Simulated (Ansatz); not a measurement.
# C2H4BClO: up Jacob's ladder to CCSD(T)

The task here is to estimate one member of a computed series from the others.

Program: Ansatz 0.2.0, Gaussian basis. Level of theory: functionals in def2-TZVPP, the program's frozen cores in correlated methods. These are calculated values, not measurements.

Plan: LDA (SPW92), PBE-D4, revPBE-D4, BLYP-D4, r2SCAN-D4, B97M-V, PBE0-D4, B3LYP-D4, r2SCANh-D4, r2SCAN0-D4, HSE06-D4, BHLYP-D4, CAM-B3LYP-D4, LC-ωPBE, ωB97X-V, ωB97M-V, B2PLYP, PBE-QIDH; CCSD(T)/def2-SVP; CCSD(T)/def2-TZVPP; MP2/def2-QZVPP; extrapolation to the limit; RPA on PBE.

## The geometry

The geometry comes from an earlier relaxation with PBE0-D4 in a triple-zeta def2 set; it is a stationary point, not always the lowest conformer.

SMILES `ClC1CBO1`, 9 atoms, charge 0, spin multiplicity 1.

Atoms are counted from 1 here; the program's logs count them from 0.

Bond lengths: Cl1–C2 1.770 Å, C2–C3 1.528 Å, C2–O5 1.433 Å, C2–H6 1.089 Å, C3–B4 1.577 Å, C3–H7 1.090 Å, C3–H8 1.090 Å, B4–O5 1.372 Å, B4–H9 1.191 Å. Angles: Cl1–C2–C3 116.7°, Cl1–C2–O5 111.6°, Cl1–C2–H6 106.6°, C3–C2–O5 94.4°, C3–C2–H6 116.9°, O5–C2–H6 110.2°, C2–C3–B4 79.9°, C2–C3–H7 113.2°, C2–C3–H8 115.6°, B4–C3–H7 115.7°, B4–C3–H8 120.2°, H7–C3–H8 109.4°, C3–B4–O5 94.8°, C3–B4–H9 140.6°, O5–B4–H9 124.7°, C2–O5–B4 90.7°.

Geometry (Å):

```
Cl   -1.9711   -0.9335    0.9314
C    -0.8711    0.1214    0.0310
C     0.5510    0.2547    0.5739
B     0.8571   -0.3253   -0.8604
O    -0.4616   -0.4763   -1.2060
H    -1.4136    1.0463   -0.1595
H     0.7570   -0.4151    1.4085
H     0.8635    1.2656    0.8345
H     1.7774   -0.5841   -1.5705
```

Set-up of the first run:

Input file in.yaml:

```yaml
crystal:
  periodic: [false, false, false]
  atoms:
    - {symbol: Cl, position_ang: [-1.971145, -0.933532, 0.931444]}
    - {symbol: C, position_ang: [-0.871083, 0.121361, 0.030995]}
    - {symbol: C, position_ang: [0.550954, 0.254658, 0.573893]}
    - {symbol: B, position_ang: [0.857101, -0.325333, -0.860392]}
    - {symbol: O, position_ang: [-0.461646, -0.476262, -1.205952]}
    - {symbol: H, position_ang: [-1.413603, 1.046307, -0.159512]}
    - {symbol: H, position_ang: [0.757027, -0.415099, 1.408496]}
    - {symbol: H, position_ang: [0.863477, 1.265604, 0.834462]}
    - {symbol: H, position_ang: [1.777418, -0.584104, -1.570535]}
basis:
  gaussian: {orbitals: def2-TZVPP}
hamiltonian: {xc: lda}
output: {orbitals: {seedname: orbitals}}
```

The run is started by

```bash
$ ansatz run in.yaml --threads 2 --pin off --events-out ev --progress --plain --max-ram 4352MiB
```

Steps of the session up to this table: LDA; PBE-D4 (GGA); revPBE-D4 (GGA); BLYP-D4 (GGA); r2SCAN-D4 (meta-GGA); B97M-V (meta-GGA); PBE0-D4 (hybrid); B3LYP-D4 (hybrid); r2SCANh-D4 (hybrid); r2SCAN0-D4 (hybrid); HSE06-D4 (hybrid); BHLYP-D4 (hybrid); CAM-B3LYP-D4 (range-separated); LC-ωPBE (range-separated); ωB97X-V (range-separated); ωB97M-V (range-separated); B2PLYP (double hybrid); PBE-QIDH (double hybrid).

One of the session's tables, all rows but one given; the rest of the session is left out.

It belongs to the step «Orbital energies across the functionals». 

```
  functional  HOMO (eV)  gap (eV)
 LDA (SPW92)      -7.15      5.30
      PBE-D4      -7.02      5.43
   revPBE-D4      -6.96      5.48
     BLYP-D4      -6.89      5.43
   r2SCAN-D4      -7.31      6.08
      B97M-V      -7.41      6.14
     PBE0-D4      -8.39      7.81
    B3LYP-D4          ?         ?
  r2SCANh-D4      -7.81      6.94
  r2SCAN0-D4      -8.57      8.22
    HSE06-D4      -7.98      7.02
    BHLYP-D4      -9.66     10.08
CAM-B3LYP-D4      -9.80     10.31
     LC-ωPBE     -11.21     12.95
     ωB97X-V     -10.82     12.44
     ωB97M-V     -10.67     12.02
```

**Question.** Estimate the row for B3LYP-D4.

Worked estimate for «HOMO (eV)». Against the share of exact exchange, BLYP-D4 (0, -6.89), BHLYP-D4 (0.5, -9.66) give a slope of -5.54 per unit share; at 0.2 the line stands at -8.00.

**Answer.** HOMO (eV): -8.15; gap (eV): 7.32. In «HOMO (eV)» the line misses by +0.15.
